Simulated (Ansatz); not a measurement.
# Cu (fcc type): how the settings move a single-point run

Aim: see which settings change the result for Cu (fcc type), by how much, and at what cost.

Computed with Ansatz 0.2.0 (reference: DFT, PBEsol, all-electron LAPW, scalar-relativistic, unless a step's input says otherwise).

## (1) The system as given

It takes space group Fm-3m (No. 225, cubic). The conventional cell has a = 3.134 Å, b = 3.134 Å, c = 3.134 Å, α = 90.00°, β = 90.00°, γ = 90.00°. Cu (site symmetry m-3m) is surrounded by 12 Cu at 2.22 Å.

Structure file:

```
CELL_PARAMETERS angstrom
0.00000 1.56695 1.56695
1.56695 0.00000 1.56695
1.56695 1.56695 0.00000
ATOMIC_POSITIONS crystal
Cu 0.00000 0.00000 0.00000
```

## (2) The reference run

File input.yaml:

```yaml
crystal:
  lattice:
    - [0.0, 1.5669487104, 1.5669487104]
    - [1.5669487104, 0.0, 1.5669487104]
    - [1.5669487104, 1.5669487104, 0.0]
  atoms:
    - { symbol: Cu, position: [0.0, 0.0, 0.0] }
kpoints:
  mp_grid: { grid: [20, 20, 20] }
scf:
  occupations: { method: fermi_dirac, width: 0.08 }
hamiltonian:
  xc: pbesol
  pseudopotentials: { kind: all_electron, lapw: { basis_error: 0.001 } }
output:
  forces: true
  stress: true
  eigenvalues: true
  populations: true
```

The run is started by

```console
$ ansatz run input.yaml --threads 1 --pin off --max-ram 2048MiB --backend cpu --events-out ev --progress --plain --runs-dir out
```

The main lines of its log:

```text
[...]
Basis set: ecut = 410.4716269762464 eV, 137 PW (Γ), exchange–correlation at level 2
[...]
k-points: 256 of 8000
[...]
SCF iter   1: F=—  HF=-44997.537092 eV  |F-HF|=—  |Δ(HF+E_count)|=         —  Δρ=7.25e-2  dr2=1.43e-1  ethr=7.49e-4  ⟨swp⟩=2.6  Hψ=25276  notcnv=0
preconditioner: auto → none  [metal: Δε(μ)=0.016 eV  Ē_g=21.900 eV  σ=0.080 eV  W_gap=0.05  n_scr=0 (ndim 8)  ℏωp=44.4 eV  f_vac=0.000  D(μ)=0.39/eV (n_scr^D=0)]
SCF iter   2: F=—  HF=-44997.446500 eV  |F-HF|=—  |Δ(HF+E_count)|=   9.06e-2  Δρ=2.61e-2  dr2=1.94e-2  ethr=7.49e-4  ⟨swp⟩=3.0  Hψ=11673  notcnv=0
[...]
SCF iter   6: F=—  HF=-44996.600949 eV  |F-HF|=—  |Δ(HF+E_count)|=   1.10e-5  Δρ=2.18e-5  dr2=1.84e-8  ethr=9.74e-9  ⟨swp⟩=2.0  Hψ=9409  notcnv=0
SCF iter   7: F=-44996.600949 eV  HF=-44996.600949 eV  |F-HF|=3.78e-10  |Δ(HF+E_count)|=   1.12e-7  Δρ=1.19e-6  dr2=4.70e-11  ethr=9.66e-11  ⟨swp⟩=2.5  Hψ=9654  notcnv=0
[...]
SCF converged after 7 iterations
Free energy (F): -44996.600949 eV
[...]
E sigma→0 (E₀):  -44996.598394 eV
[...]
Fermi energy:    28.073115 eV
[...]
  P = ⅓ Tr σ = 167.9621 GPa (1679.621 kbar)
[...]
```

Run time: 11 s. Hardware: 1 thread of Intel Xeon 6975P-C (Granite Rapids), shared host; peak memory 0.44 GiB.

## (3) Variant: xc revpbe

Edit input.yaml of step 2 so:

```diff
@@ -12,3 +12,3 @@
 hamiltonian:
-  xc: pbesol
+  xc: revpbe
   pseudopotentials: { kind: all_electron, lapw: { basis_error: 0.001 } }
```

The run is started by

```console
$ ansatz run input.yaml --threads 1 --pin off --max-ram 2048MiB --backend cpu --events-out ev --progress --plain --runs-dir out
```

What it wrote, shortened:

```text
Cu: projections on atomic orbitals take those of the free atom 1s2 2s2 2p6 3s2 3p6 3d10 4s1, of charge +0.00 (hamiltonian.pseudopotentials.projection_atoms)
LAPW: plane waves up to 10.380 Å⁻¹, error target 1.0e-3 eV per atom; small_component_spin mean_spin; Cu in spheres of 1.108 Å, 19 of its electrons in bands, Dirac shells []
[...]
Pseudopotentials: kind: all_electron
Pseudopotential: Cu, LAPW, valence charge 19, Koelling and Harmon's equation, gaussian nucleus
Functional definition: revPBE
[...]
Crystal: 1 atoms, lattice volume = 7.695 Å³
Basis set: ecut = 410.5352728680441 eV, 137 PW (Γ), exchange–correlation at level 2
Bands: 14, of which v1, the nominal top of the filled ones, is band 10 counted from 1 (9 counted from 0)
Symmetry: 48 space group operations
Space group: Fm-3m (ITA 225), of the structure as read, at distance tolerance 2.0e-5 Å
k-points: 256 of 8000
[...]
SCF iter   1: F=—  HF=-45037.087851 eV  |F-HF|=—  |Δ(HF+E_count)|=         —  Δρ=7.00e-2  dr2=1.34e-1  ethr=7.05e-4  ⟨swp⟩=2.7  Hψ=25283  notcnv=0
[...]
SCF iter   7: F=-45036.267409 eV  HF=-45036.267409 eV  |F-HF|=2.47e-10  |Δ(HF+E_count)|=   6.82e-8  Δρ=1.02e-6  dr2=4.42e-11  ethr=7.69e-11  ⟨swp⟩=2.6  Hψ=9734  notcnv=0
[...]
SCF converged after 7 iterations
Free energy (F): -45036.267409 eV
[...]
E sigma→0 (E₀):  -45036.264856 eV
Entropy (-TS):   -0.005105 eV (-5.105 meV/atom)
Fermi energy:    28.375896 eV
[...]
--- Forces (eV/Å), atoms counted from 1 ---
  atom   1  Cu     0.00000000    -0.00000000     0.00000000
[...]
--- Stress (GPa, compression-positive) ---
      192.118201      -0.000000       0.000000
       -0.000000     192.118201       0.000000
        0.000000       0.000000     192.118201
  P = ⅓ Tr σ = 192.1182 GPa (1921.182 kbar)
--- Band table (eV; the first three rows and the last of 256) ---
  k-point 0: bands = ["-85.9161", "-42.9425", "-42.9425", "-42.9425", "14.9631", "23.3860", "23.3860", "23.3860", "24.9938", "24.9938", "53.9981", "60.2553", "60.2553", "60.2553"]
[...]
--- Löwdin populations: 1 site ---
  site symbol       q [e]
     0     Cu     28.8316
  spilling = 0.005807 (of n_electrons = 29.000000)
```

It took 12 s on 1 thread of Intel Xeon 6975P-C (Granite Rapids), shared host; peak memory 0.42 GiB.

Total energies don't compare across a change of functional; the pressure goes from 168.0 to 192.1 GPa. At this fixed cell a higher pressure means that this functional prefers a larger volume than the reference.

## (4) Changing settings: mp_grid.grid [13, 13, 13], dr2_threshold 1.0e-06, accuracy low

Edit input.yaml of step 2 so:

```diff
@@ -8,5 +8,6 @@
 kpoints:
-  mp_grid: { grid: [20, 20, 20] }
+  mp_grid: { grid: [13, 13, 13] }
 scf:
   occupations: { method: fermi_dirac, width: 0.08 }
+  convergence: { dr2_threshold: 1.0e-06 }
 hamiltonian:
@@ -19 +20,2 @@
   populations: true
+accuracy: low
```

The run is started by

```console
$ ansatz run input.yaml --threads 1 --pin off --max-ram 2048MiB --backend cpu --events-out ev --progress --plain --runs-dir out
```

What it wrote, shortened:

```text
Warning: scf.convergence.dr2_threshold = 1e-6 eV is looser than this run's default, which is 1e-7 eV or tighter. The error in the forces grows as the threshold's square root, so leave the key out unless less accurate forces are enough
Warning: output.stress: scf.convergence.dr2_threshold = 1e-6 eV is looser than the 1e-7 eV advised for a printed stress on datasets or a basis made for the crystal, by an estimate of what a threshold leaves in their stress. Set scf.convergence.dr2_threshold to 1e-7 eV or tighter
Cu: projections on atomic orbitals take those of the free atom 1s2 2s2 2p6 3s2 3p6 3d10 4s1, of charge +0.00 (hamiltonian.pseudopotentials.projection_atoms)
LAPW: plane waves up to 10.380 Å⁻¹, error target 1.0e-3 eV per atom; small_component_spin mean_spin; Cu in spheres of 1.108 Å, 19 of its electrons in bands, Dirac shells []
[...]
[... 2 set-up lines as earlier in the session ...]
Functional definition: PBEsol
[...]
Crystal: 1 atoms, lattice volume = 7.695 Å³
[...]
[... 1 set-up line as earlier in the session ...]
k-points: 84 of 2197
[...]
SCF iter   1: F=—  HF=-44997.541313 eV  |F-HF|=—  |Δ(HF+E_count)|=         —  Δρ=7.23e-2  dr2=1.42e-1  ethr=7.44e-4  ⟨swp⟩=2.6  Hψ=8280  notcnv=0
[...]
SCF iter   6: F=-44996.603887 eV  HF=-44996.603887 eV  |F-HF|=3.59e-7  |Δ(HF+E_count)|=   1.26e-5  Δρ=2.34e-5  dr2=2.03e-8  ethr=1.03e-8  ⟨swp⟩=2.0  Hψ=3090  notcnv=0
[...]
SCF converged after 6 iterations
Free energy (F): -44996.603887 eV
[...]
E sigma→0 (E₀):  -44996.600931 eV
Entropy (-TS):   -0.005912 eV (-5.912 meV/atom)
Fermi energy:    28.159186 eV
[...]
--- Forces (eV/Å), atoms counted from 1 ---
  atom   1  Cu    -0.00000000     0.00000000    -0.00000000
[...]
--- Stress (GPa, compression-positive) ---
      167.885358       0.000000      -0.000000
        0.000000     167.885358      -0.000000
       -0.000000      -0.000000     167.885358
  P = ⅓ Tr σ = 167.8854 GPa (1678.854 kbar)
--- Band table (eV; the first three rows and the last of 84) ---
  k-point 0: bands = ["-85.7738", "-43.0070", "-43.0070", "-43.0070", "14.6199", "23.0813", "23.0813", "23.0813", "24.7083", "24.7083", "53.6893", "59.8867", "59.8867", "59.8867"]
[...]
--- Löwdin populations: 1 site ---
  site symbol       q [e]
     0     Cu     28.8283
  spilling = 0.005920 (of n_electrons = 29.000000)
```

Wall time 3.8 s (1 thread of Intel Xeon 6975P-C (Granite Rapids), shared host); peak memory 0.31 GiB.

Changing the k-point mesh, convergence setting and accuracy level moves the energy by -2.9 meV/atom. Cost: 6 SCF cycles against 7, 3.8 s against 11 s.

## (5) Comparison

| run | ending | energy change | pressure (GPa) | gap (eV) | force (eV/Å) | cycles | time |
| --- | --- | --- | --- | --- | --- | --- | --- |
| reference | converged | 0 | 168.0 | 0.00 | 0.00 | 7 | 11 s |
| 1: xc revpbe | converged | not comparable | 192.1 | 0.00 | 0.00 | 7 | 12 s |
| 2: mp_grid.grid [13, 13, 13], dr2_threshold 1.0e-06, accuracy low | converged | -2.9 meV/atom | 167.9 | 0.00 | 0.00 | 6 | 3.8 s |

Residual by cycle in the longest SCF loop of each run; runs are numbered as in the table. The quantity is the density residual dr2, in eV.

| cycle | reference | run 1 | run 2 |
| --- | --- | --- | --- |
| 1 | 0.143 | 0.134 | 0.142 |
| 2 | 0.0194 | 0.0149 | 0.0189 |
| 3 | 0.00376 | 0.00415 | 0.00373 |
| 4 | 1.0e-4 | 9.7e-5 | 1.1e-4 |
| 5 | 1.9e-6 | 1.7e-6 | 2.0e-6 |
| 6 | 1.8e-8 | 1.5e-8 | 2.0e-8 |
| 7 | 4.7e-11 | 4.4e-11 | - |

«mp_grid.grid [13, 13, 13], dr2_threshold 1.0e-06, accuracy low» moves the energy by -2.9 meV/atom. Of the variants the dearest is «xc revpbe» (12 s), the cheapest «mp_grid.grid [13, 13, 13], dr2_threshold 1.0e-06, accuracy low» (3.8 s), on a shared host. The structure is not at rest: the sound run finds 168 GPa, so these are no properties of the relaxed crystal. 
